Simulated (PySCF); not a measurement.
# 4-fluoropyridine: runs on many settings

Which settings matter for 4-fluoropyridine (`Fc1ccncc1`), and how do bad ones show?

Programs: PySCF 2.14.0, with density-fitted response routines of our own. Each step states its level of theory. These are calculated values for one molecule, in the gas phase or a continuum, unless marked as measured. Atoms are numbered from 0 throughout.

## 1. The starting structure

11 atoms, charge 0, multiplicity 1; geometry from: GFN2-xTB.

Bonds of the start (Å): F0–C1 1.34, C1–C2 1.38, C2–C3 1.39, C3–N4 1.32, N4–C5 1.32, C5–C6 1.39, C6–C1 1.38, C2–H7 1.08, C3–H8 1.08, C5–H9 1.08, C6–H10 1.08.

## 2. Spin-spin couplings: PBE0/6-31++G**

The job: settings as JSON, then the geometry in Å.

```
{"job": {"kind": "j", "xc": "PBE0", "basis": "6-31++G**"}, "charge": 0, "multiplicity": 1}
F     -0.195019     2.473612     0.151573
C     -0.089420     1.135746     0.068015
C     -1.234664     0.361854    -0.003992
C     -1.057534    -1.011229    -0.089121
N      0.126696    -1.595801    -0.101771
C      1.204533    -0.835768    -0.031036
C      1.163645     0.548047     0.055838
H     -2.211737     0.815823     0.006277
H     -1.908608    -1.675707    -0.149518
H      2.149838    -1.361070    -0.043659
H      2.057696     1.147165     0.111431
```

Level: PBE0/6-31++G** indirect spin-spin coupling, non-relativistic, gas phase.

Run with:

```sh
> OMP_NUM_THREADS=1 python probes_run.py task.json out
```

This one command runs all jobs of the session in turn.

The program printed:

```text
coarse grid: 10064 points
cycle   1  E = -347.1538473002  dE =  1.327e+00  |g| = 4.628e-01  |ddm| = 4.708e+00
cycle   2  E = -347.1146431188  dE =  3.920e-02  |g| = 6.493e-01  |ddm| = 2.030e+00
cycle   3  E = -347.1979033887  dE = -8.326e-02  |g| = 1.025e-01  |ddm| = 1.254e+00
cycle   4  E = -347.2001191605  dE = -2.216e-03  |g| = 4.445e-02  |ddm| = 2.432e-01
cycle   5  E = -347.2006129595  dE = -4.938e-04  |g| = 9.584e-03  |ddm| = 1.012e-01
cycle   6  E = -347.2006325874  dE = -1.963e-05  |g| = 3.405e-03  |ddm| = 2.330e-02
cycle   7  E = -347.2006349425  dE = -2.355e-06  |g| = 8.292e-04  |ddm| = 8.475e-03
final grid: 100128 points
cycle   8  E = -347.1533569959  dE = -2.897e-05  |g| = 7.867e-03  |ddm| = 1.392e-01
cycle   9  E = -347.1533455117  dE =  1.148e-05  |g| = 1.137e-02  |ddm| = 3.542e-02
cycle  10  E = -347.1533710941  dE = -2.558e-05  |g| = 1.188e-03  |ddm| = 1.924e-02
cycle  11  E = -347.1533713998  dE = -3.057e-07  |g| = 3.122e-04  |ddm| = 3.133e-03
cycle  12  E = -347.1533714184  dE = -1.861e-08  |g| = 1.577e-04  |ddm| = 8.914e-04
cycle  13  E = -347.1533714243  dE = -5.857e-09  |g| = 2.737e-05  |ddm| = 2.907e-04
cycle  14  E = -347.1533714245  dE = -1.696e-10  |g| = 5.248e-06  |ddm| = 7.600e-05
converged SCF energy = -347.1533714245

Indirect spin-spin couplings (Hz)
  i      j    bonds     total        FC       PSO       DSO        SD
  0 F    1 C    1   -211.125  -202.788   -12.042     1.024     2.682
  0 F    2 C    2     13.171    24.208   -14.165    -0.109     3.236
  0 F    3 C    3      1.922     1.305     2.142    -0.333    -1.192
  0 F    4 N    4     -8.585    -3.443    -1.658     0.138    -3.622
  0 F    5 C    3      1.924     1.302     2.145    -0.333    -1.190
  0 F    6 C    2     13.187    24.224   -14.163    -0.108     3.234
  0 F    7 H    3      4.662     8.640    -3.075    -0.115    -0.788
  0 F    8 H    4      8.219     8.603     1.214    -1.424    -0.173
  0 F    9 H    4      8.224     8.606     1.215    -1.424    -0.173
  0 F   10 H    3      4.630     8.608    -3.074    -0.115    -0.790
  1 C    2 C    1     91.261    96.517    -5.573     0.317         -
  1 C    3 C    2     -0.625    -0.599    -0.065     0.039         -
  1 C    4 N    3     -4.425    -3.437     0.047    -0.005    -1.030
  1 C    5 C    2     -0.624    -0.599    -0.065     0.039         -
  1 C    6 C    1     91.249    96.505    -5.573     0.317         -
  1 C    7 H    2     -6.396    -5.331    -0.872    -0.192         -
  1 C    8 H    3      8.617     8.850     0.201    -0.434         -
  1 C    9 H    3      8.617     8.850     0.201    -0.434         -
  1 C   10 H    2     -6.389    -5.325    -0.871    -0.193         -
  2 C    3 C    1     77.558    83.271    -5.975     0.262         -
  2 C    4 N    2      3.213     2.729     0.001     0.015     0.467
  2 C    5 C    3      9.509     9.202     0.310    -0.002         -
  2 C    6 C    2      0.566     0.356     0.218    -0.008         -
  2 C    7 H    1    169.475   168.417     0.070     0.989         -
  2 C    8 H    2      5.588     6.652    -0.751    -0.313         -
  2 C    9 H    4     -2.771    -2.556     0.261    -0.476         -
  2 C   10 H    3      2.786     2.948     0.362    -0.524         -
  3 C    4 N    1    -11.702   -15.864     4.861    -0.096    -0.603
  3 C    5 C    2     -6.619    -6.429    -0.143    -0.047         -
  3 C    6 C    3      9.508     9.200     0.310    -0.002         -
  3 C    7 H    2     -1.621    -0.365    -0.954    -0.302         -
  3 C    8 H    1    187.187   186.485    -0.276     0.978         -
  3 C    9 H    3     11.195    11.605     0.222    -0.632         -
  3 C   10 H    4     -1.493    -1.377     0.353    -0.470         -
  4 N    5 C    1    -11.704   -15.865     4.861    -0.096    -0.603
  4 N    6 C    2      3.215     2.731     0.001     0.015     0.467
  4 N    7 H    3     -1.045    -1.267    -0.023     0.221     0.025
  4 N    8 H    2     -7.594    -8.633     0.975     0.125    -0.062
  4 N    9 H    2     -7.598    -8.637     0.975     0.125    -0.062
  4 N   10 H    3     -1.045    -1.268    -0.023     0.221     0.025
  5 C    6 C    1     77.528    83.241    -5.976     0.262         -
  5 C    7 H    4     -1.493    -1.377     0.354    -0.470         -
  5 C    8 H    3     11.195    11.604     0.222    -0.632         -
  5 C    9 H    1    187.181   186.479    -0.276     0.978         -
  5 C   10 H    2     -1.626    -0.370    -0.954    -0.302         -
  6 C    7 H    3      2.787     2.949     0.362    -0.524         -
  6 C    8 H    4     -2.772    -2.558     0.261    -0.476         -
  6 C    9 H    2      5.578     6.642    -0.751    -0.313         -
  6 C   10 H    1    169.532   168.473     0.070     0.989         -
  7 H    8 H    3      5.546     5.752     0.268    -0.474         -
  7 H   10 H    4      1.407     2.110     1.354    -2.057         -
  8 H    9 H    4     -1.449    -0.729     1.376    -2.095         -
  9 H   10 H    3      5.549     5.754     0.267    -0.473         -
```

It took 24 s on 1 thread of Arm Neoverse V1, shared host; peak memory 0.75 GiB.

This basis has no tight s functions, so the Fermi-contact terms are rough.

A choice of the couplings up to four bonds, sorted by the number of bonds, with means over like pairs; isotopes 13C, 19F, 1H, 15N:

| pair | bonds | J (Hz) | Fermi contact (Hz) | dihedral (°) |
| --- | --- | --- | --- | --- |
| F0–C1 | 1 | -211.1 | -202.8 | – |
| C3–H8 | 1 | 187.2 | 186.5 | – |
| C2–H7 | 1 | 169.5 | 168.4 | – |
| C1–C2 | 1 | 91.3 | 96.5 | – |
| C2–C3 | 1 | 77.5 | 83.3 | – |
| C3–N4 | 1 | -11.7 | -15.9 | – |
| F0–C2 | 2 | 13.2 | 24.2 | – |
| N4–H8 | 2 | -7.6 | -8.6 | – |
| C3–C5 | 2 | -6.6 | -6.4 | – |
| C1–H7 | 2 | -6.4 | -5.3 | – |
| C2–H8 | 2 | 5.6 | 6.6 | – |
| C2–N4 | 2 | 3.2 | 2.7 | – |
| C3–H7 | 2 | -1.6 | -0.4 | – |
| C3–H9 | 3 | 11.2 | 11.6 | 180 |
| C2–C5 | 3 | 9.5 | 9.2 | – |
| C1–H8 | 3 | 8.6 | 8.8 | -180 |
| H7–H8 | 3 | 5.5 | 5.8 | 0 |
| F0–H7 | 3 | 4.6 | 8.6 | 0 |
| C1–N4 | 3 | -4.4 | -3.4 | – |
| C2–H10 | 3 | 2.8 | 2.9 | 180 |
| F0–C3 | 3 | 1.9 | 1.3 | 180 |
| N4–H7 | 3 | -1.0 | -1.3 | -180 |
| F0–N4 | 4 | -8.6 | -3.4 | – |
| F0–H8 | 4 | 8.2 | 8.6 | – |
| C2–H9 | 4 | -2.8 | -2.6 | – |
| C3–H10 | 4 | -1.5 | -1.4 | – |
| H8–H9 | 4 | -1.4 | -0.7 | – |
| H7–H10 | 4 | 1.4 | 2.1 | – |

The spin-dipole term was solved for some atoms only; pairs without it lack that part.

Quadrupole couplings from the field gradients of the same density:

```csv
atom,isotope,eQq/h (MHz),η
N4,14N,-4.739,0.25
```

## 3. TDDFT and polarisability: PBE0/6-31G-J

Same as in step 2 but for these lines:

```diff
@@ -1,2 +1,2 @@
-{"job": {"kind": "j", "xc": "PBE0", "basis": "6-31++G**"}, "charge": 0, "multiplicity": 1}
+{"job": {"kind": "uv", "xc": "PBE0", "basis": "6-31G-J", "nstates": 1, "ntriplets": 5, "tda": false, "scf": {"diis": false, "max_cycle": 89}}, "charge": 0, "multiplicity": 1}
 F     -0.195019     2.473612     0.151573
```

Level: PBE0/6-31G-J.

The program printed:

```text
KeyError: 'Element f (Z=9) not found in basis 6-31G-J version 0'
```

Run time: 0.01 s. Hardware: 1 thread of Arm Neoverse V1, shared host.

**What went wrong.** The basis 6-31G-J has no functions for an element of the molecule, so the input was refused before any integral. Cure: choose a basis that covers all elements.

## 4. NMR shieldings: PBE0/pcSseg-1 in cyclohexane

Same as in step 3 but for these lines:

```diff
@@ -1,2 +1,2 @@
-{"job": {"kind": "uv", "xc": "PBE0", "basis": "6-31G-J", "nstates": 1, "ntriplets": 5, "tda": false, "scf": {"diis": false, "max_cycle": 89}}, "charge": 0, "multiplicity": 1}
+{"job": {"kind": "nmr", "xc": "PBE0", "basis": "pcSseg-1", "solvent": "cyclohexane", "pop": true, "scf": {"guess": "atom", "conv": 1e-08}}, "charge": 0, "multiplicity": 1}
 F     -0.195019     2.473612     0.151573
```

With the program's defaults for keys left out, this is: GIAO PBE0/pcSseg-1 NMR shielding, non-relativistic, IEF-PCM cyclohexane.

The program printed:

```text
final grid: 100128 points
cycle   1  E = -346.8740246943  dE =  2.310e+00  |g| = 9.644e-01  |ddm| = 3.409e+00
cycle   2  E = -346.8327033692  dE =  4.132e-02  |g| = 1.043e+00  |ddm| = 2.039e+00
cycle   3  E = -347.0882320534  dE = -2.555e-01  |g| = 2.414e-01  |ddm| = 1.333e+00
cycle   4  E = -347.1007501197  dE = -1.252e-02  |g| = 6.070e-02  |ddm| = 2.527e-01
cycle   5  E = -347.1015427773  dE = -7.927e-04  |g| = 2.148e-02  |ddm| = 6.996e-02
cycle   6  E = -347.1016312647  dE = -8.849e-05  |g| = 6.241e-03  |ddm| = 2.090e-02
cycle   7  E = -347.1016380801  dE = -6.815e-06  |g| = 1.178e-03  |ddm| = 4.851e-03
cycle   8  E = -347.1016383173  dE = -2.372e-07  |g| = 4.074e-04  |ddm| = 1.111e-03
cycle   9  E = -347.1016383527  dE = -3.542e-08  |g| = 4.221e-05  |ddm| = 3.292e-04
cycle  10  E = -347.1016383531  dE = -3.892e-10  |g| = 1.373e-05  |ddm| = 4.277e-05
converged SCF energy = -347.1016383531

GIAO shielding tensors (ppm)
atom      isotropic    diamagn.    paramagn.     s11        s22        s33       span
  0 F      276.022     475.548    -199.526    193.725    279.412    354.931    161.206
  1 C        7.074     250.610    -243.536    -85.420     19.031     87.610    173.030
  2 C       69.813     259.344    -189.531    -21.474     62.789    168.124    189.598
  3 C       28.699     251.070    -222.371    -78.153     20.966    143.285    221.438
  4 N      -77.182     331.121    -408.303   -383.466   -160.135    312.056    695.522
  5 C       28.680     251.073    -222.393    -78.182     20.957    143.264    221.446
  6 C       69.772     259.354    -189.582    -21.551     62.781    168.086    189.636
  7 H       24.388      30.697      -6.309     21.520     23.686     27.959      6.439
  8 H       22.713      29.389      -6.676     18.786     22.596     26.757      7.971
  9 H       22.712      29.386      -6.674     18.784     22.595     26.758      7.974
 10 H       24.383      30.691      -6.308     21.515     23.681     27.953      6.438
```

Run time: 15 s. Hardware: 1 thread of Arm Neoverse V1, shared host; peak memory 0.8 GiB.

The references, computed at this level on geometries of the same kind, shield at (ppm): 1H TMS 31.71, 13C TMS 187.3, 19F CFCl3 172.4, 15N NH3 268.9. Their shielding less the atom's gives the shift. The references are single molecules in the same continuum, so shifts against H2O, NH3, PH3, H3PO4 or CFCl3 are not on the usual liquid scales and can be off by tens of ppm. Atoms listed in one row are averaged.

| atoms | environment | σ (ppm) | δ (ppm) |
| --- | --- | --- | --- |
| C1 | aromatic carbon bearing fluorine | 7.1 | 180.2 |
| C3, C5 | aromatic CH next to a ring nitrogen | 28.7 | 158.6 |
| C2, C6 | aromatic CH | 69.8 | 117.5 |
| H8, H9 | hydrogen on an aromatic CH next to a ring nitrogen | 22.71 | 8.99 |
| H7, H10 | hydrogen on an aromatic CH | 24.39 | 7.32 |
| F0 | aryl fluorine | 276.0 | -103.6 |
| N4 | pyridine-type ring nitrogen | -77.2 | 346.1 |

The run also stored atomic charges by several schemes (e):

```csv
atoms,Mulliken,IAO,Hirshfeld,ESP fit
F0,-0.28,-0.26,-0.08,-0.26
C1,0.37,0.32,0.10,0.83
"C2, C6",-0.23,-0.22,-0.07,-0.80
"C3, C5",0.16,0.00,0.02,0.60
N4,-0.44,-0.30,-0.18,-0.79
```

Mayer bond orders: F0–C1 0.93, C1–C2 1.42, C2–C3 1.39, C3–N4 1.48, N4–C5 1.48, C5–C6 1.39, C6–C1 1.42.

Ring of atoms C1, C2, C3, N4, C5, C6: NICS(0) -9.2, NICS(1) -11.4, NICS(1)zz -28.4 ppm (means of both faces).

## 5. Nuclear shieldings: LDA/pcSseg-1

Same as in step 4 but for these lines:

```diff
@@ -1,2 +1,2 @@
-{"job": {"kind": "nmr", "xc": "PBE0", "basis": "pcSseg-1", "solvent": "cyclohexane", "pop": true, "scf": {"guess": "atom", "conv": 1e-08}}, "charge": 0, "multiplicity": 1}
+{"job": {"kind": "nmr", "xc": "LDA", "basis": "pcSseg-1", "pop": true, "scf": {"guess": "atom"}}, "charge": 0, "multiplicity": 1}
 F     -0.195019     2.473612     0.151573
```

Method: GIAO LDA/pcSseg-1 NMR shielding, non-relativistic, gas phase.

The program printed:

```text
final grid: 100128 points
cycle   1  E = -344.2290395448  dE =  2.037e+00  |g| = 1.304e+00  |ddm| = 3.541e+00
cycle   2  E = -343.5488451064  dE =  6.802e-01  |g| = 2.045e+00  |ddm| = 5.183e+00
cycle   3  E = -344.5675218283  dE = -1.019e+00  |g| = 6.282e-01  |ddm| = 4.753e+00
cycle   4  E = -344.6505275779  dE = -8.301e-02  |g| = 2.127e-01  |ddm| = 8.020e-01
cycle   5  E = -344.6596808249  dE = -9.153e-03  |g| = 1.115e-01  |ddm| = 2.781e-01
cycle   6  E = -344.6622715279  dE = -2.591e-03  |g| = 2.738e-02  |ddm| = 1.144e-01
cycle   7  E = -344.6624138211  dE = -1.423e-04  |g| = 3.692e-03  |ddm| = 2.260e-02
cycle   8  E = -344.6624155271  dE = -1.706e-06  |g| = 2.668e-03  |ddm| = 4.756e-03
cycle   9  E = -344.6624170586  dE = -1.532e-06  |g| = 2.277e-04  |ddm| = 1.878e-03
cycle  10  E = -344.6624170637  dE = -5.096e-09  |g| = 1.713e-04  |ddm| = 3.671e-04
cycle  11  E = -344.6624170699  dE = -6.159e-09  |g| = 4.366e-05  |ddm| = 1.731e-04
cycle  12  E = -344.6624170703  dE = -4.313e-10  |g| = 1.250e-06  |ddm| = 3.684e-05
converged SCF energy = -344.6624170703

GIAO shielding tensors (ppm)
atom      isotropic    diamagn.    paramagn.     s11        s22        s33       span
  0 F      248.341     474.687    -226.346    168.147    236.224    340.654    172.507
  1 C       -1.688     250.816    -252.505    -87.400      6.700     75.635    163.034
  2 C       63.608     260.687    -197.079    -28.692     57.544    161.971    190.664
  3 C       22.122     251.984    -229.862    -81.840     13.174    135.031    216.871
  4 N      -91.504     332.177    -423.681   -422.833   -166.119    314.440    737.274
  5 C       22.099     251.987    -229.888    -81.870     13.157    135.010    216.880
  6 C       63.564     260.693    -197.129    -28.770     57.531    161.931    190.700
  7 H       24.161      30.432      -6.271     21.660     23.063     27.761      6.101
  8 H       22.287      29.057      -6.770     18.349     21.987     26.526      8.176
  9 H       22.286      29.054      -6.768     18.347     21.986     26.526      8.179
 10 H       24.156      30.427      -6.271     21.654     23.059     27.755      6.101
```

Wall time 15 s (1 thread of Arm Neoverse V1, shared host); peak memory 0.8 GiB.

In short: δ C1 185.0, C3 161.2, C2 119.7, F0 -116.0, H8 8.99, H7 7.12 ppm (means over like atoms).

## 6. Ultraviolet spectrum: PBE0/cc-pVDZ

Same as in step 5 but for these lines:

```diff
@@ -1,2 +1,2 @@
-{"job": {"kind": "nmr", "xc": "LDA", "basis": "pcSseg-1", "pop": true, "scf": {"guess": "atom"}}, "charge": 0, "multiplicity": 1}
+{"job": {"kind": "uv", "xc": "PBE0", "basis": "cc-pVDZ", "nstates": 3, "ntriplets": 2, "tda": false, "scf": {"guess": "vsap"}}, "charge": 0, "multiplicity": 1}
 F     -0.195019     2.473612     0.151573
```

With the program's defaults for keys left out, this is: TDDFT PBE0/cc-pVDZ, vertical, gas phase, core orbitals frozen in the response.

The program printed:

```text
final grid: 100128 points
cycle   1  E = -346.0055395629  dE =  2.910e-01  |g| = 2.116e+00  |ddm| = 8.140e+00
cycle   2  E = -337.5930443710  dE =  8.412e+00  |g| = 5.212e+00  |ddm| = 9.506e+00
cycle   3  E = -346.7082720064  dE = -9.115e+00  |g| = 1.483e+00  |ddm| = 6.859e+00
cycle   4  E = -347.1486404746  dE = -4.404e-01  |g| = 2.208e-01  |ddm| = 2.088e+00
cycle   5  E = -347.1514787682  dE = -2.838e-03  |g| = 2.005e-01  |ddm| = 7.456e-01
cycle   6  E = -347.1605177976  dE = -9.039e-03  |g| = 3.632e-02  |ddm| = 3.244e-01
cycle   7  E = -347.1607856538  dE = -2.679e-04  |g| = 2.226e-02  |ddm| = 7.901e-02
cycle   8  E = -347.1609067466  dE = -1.211e-04  |g| = 1.817e-03  |ddm| = 3.133e-02
cycle   9  E = -347.1609072169  dE = -4.703e-07  |g| = 9.646e-04  |ddm| = 3.553e-03
cycle  10  E = -347.1609074384  dE = -2.215e-07  |g| = 2.790e-04  |ddm| = 1.771e-03
cycle  11  E = -347.1609074560  dE = -1.755e-08  |g| = 2.615e-05  |ddm| = 4.713e-04
cycle  12  E = -347.1609074561  dE = -1.503e-10  |g| = 7.586e-06  |ddm| = 4.338e-05
converged SCF energy = -347.1609074561

Static polarisability (au): isotropic 52.100, principal 24.043 63.898 68.358

Singlet excitations
state   eV       nm        f      main configurations
  1   5.1131    242.5   0.00000   H->L 1.00
  2   5.2470    236.3   0.00311   H->L+1 0.99
  3   5.8553    211.7   0.00116   H-1->L+1 0.51, H-2->L 0.49

Triplet excitations (Tamm-Dancoff, eV): 4.3674 4.4755
```

Run time: 13 s. Hardware: 1 thread of Arm Neoverse V1, shared host; peak memory 0.68 GiB.

Frontier orbitals and where they lie:

| orbital | eV | atoms |
| --- | --- | --- |
| HOMO−3 | -10.25 | F0 20 %, C1 14 %, C6 12 % |
| HOMO−2 | -8.07 | C1 26 %, N4 25 %, C2 14 % |
| HOMO−1 | -7.88 | C6 24 %, C2 24 %, C5 23 % |
| HOMO | -7.47 | N4 70 %, C5 8 %, C3 8 % |
| LUMO | -0.59 | C3 24 %, C5 24 %, C6 22 % |
| LUMO+1 | -0.48 | C1 30 %, N4 24 %, C5 12 % |
| LUMO+2 | 2.01 | H10 18 %, H7 18 %, H9 14 % |

With each of the 3 states as a Gaussian band of 0.4 eV half-width at 1/e, the curve within the window shown has maxima at 235 nm (ε 130) L/(mol cm). Beyond the last state computed it falls off for lack of states. The curve at chosen wavelengths:

| nm | ε (L/mol/cm) |
| --- | --- |
| 201 | 27 |
| 204 | 38 |
| 207 | 47 |
| 210 | 56 |
| 213 | 64 |
| 216 | 72 |
| 219 | 82 |
| 221 | 89 |
| 224 | 102 |
| 227 | 114 |
| 230 | 124 |
| 233 | 130 |
| 236 | 130 |
| 239 | 125 |
| 242 | 114 |
| 245 | 100 |
| 248 | 84 |
| 251 | 68 |
| 254 | 53 |
| 256 | 44 |
| 259 | 32 |
| 262 | 23 |
| 265 | 16 |
| 268 | 11 |
| 271 | 7 |
| 274 | 5 |

Further results of this job:

```
           property  computed
  dipole moment (D)      0.66
polarisability (Å³)      7.72
 HOMO–LUMO gap (eV)      6.89
      −ε(HOMO) (eV)      7.47
```

## 7. Run by run: NMR shifts

Shifts (ppm), means over like atoms, with basis size and wall time:

| run | C1 | C3 | C2 | H8 | H7 | F0 | N4 | functions | time |
| --- | --- | --- | --- | --- | --- | --- | --- | --- | --- |
| PBE0/pcSseg-1 in cyclohexane | 180.2 | 158.6 | 117.5 | 8.99 | 7.32 | -103.6 | 346.1 | 139 | 15 s |
| LDA/pcSseg-1 | 185.0 | 161.2 | 119.7 | 8.99 | 7.12 | -116.0 | 365.4 | 139 | 15 s |

## 8. Summary of results

| quantity | value |
| --- | --- |
| largest coupling of the table (PBE0/6-31++G**) | 1J(F,C) F0–C1, -211.1 Hz |
| 13C shifts against TMS (PBE0/pcSseg-1, cyclohexane, means over atoms taken as alike) | 180.2, 158.6, 117.5 ppm |
| 1H shifts against TMS (PBE0/pcSseg-1, cyclohexane, means over atoms taken as alike) | 8.99, 7.32 ppm |
| 19F shifts against CFCl3 (PBE0/pcSseg-1, cyclohexane) | -103.6 ppm |
| 15N shifts against NH3 (PBE0/pcSseg-1, cyclohexane) | 346.1 ppm |
| lowest singlet (PBE0/cc-pVDZ) | 5.11 eV (242 nm), f = 0.000 |
| brightest single state of those computed | state 2, 5.25 eV, f = 0.003 |
| lowest triplet | 4.37 eV |
| range of the shift of N4 | 346.1 to 365.4 ppm |
| property runs in this session | 5, of which 1 failed and 0 gave unsound results |

In words: Single values in the summary come from the first sound run of each kind (PBE0/6-31++G**; PBE0/cc-pVDZ; PBE0/pcSseg-1), which need not be the best level. In the run at PBE0/6-31++G**, the largest coupling of the table is F0–C1, -211.1 Hz, of which the Fermi-contact term gives -202.8 Hz. At PBE0/pcSseg-1: Shielding is most anisotropic at N4 (span 696 ppm, paramagnetic term -408 ppm). NICS(1)zz of -28 ppm above the planar ring from C1 marks a diatropic (aromatic) ring current. The first singlet state (HOMO→LUMO 1.00) lies at 5.11 eV and is dark; of the 3 states computed, the strongest absorption comes from state 2 at 5.25 eV. The lowest triplet lies 0.75 eV below the lowest singlet (triplets in Tamm-Dancoff, singlets in full TDDFT). In ppm, N4 moves most: its shift spreads over 19.3 ppm, from 346.1 (PBE0/pcSseg-1 in cyclohexane) to 365.4 (LDA/pcSseg-1). Each shift counts from a reference computed in the same medium, and that reference moves with the solvent too, so shifts and shieldings show the solvent's effect differently. Couplings from bases without tight functions are rough.
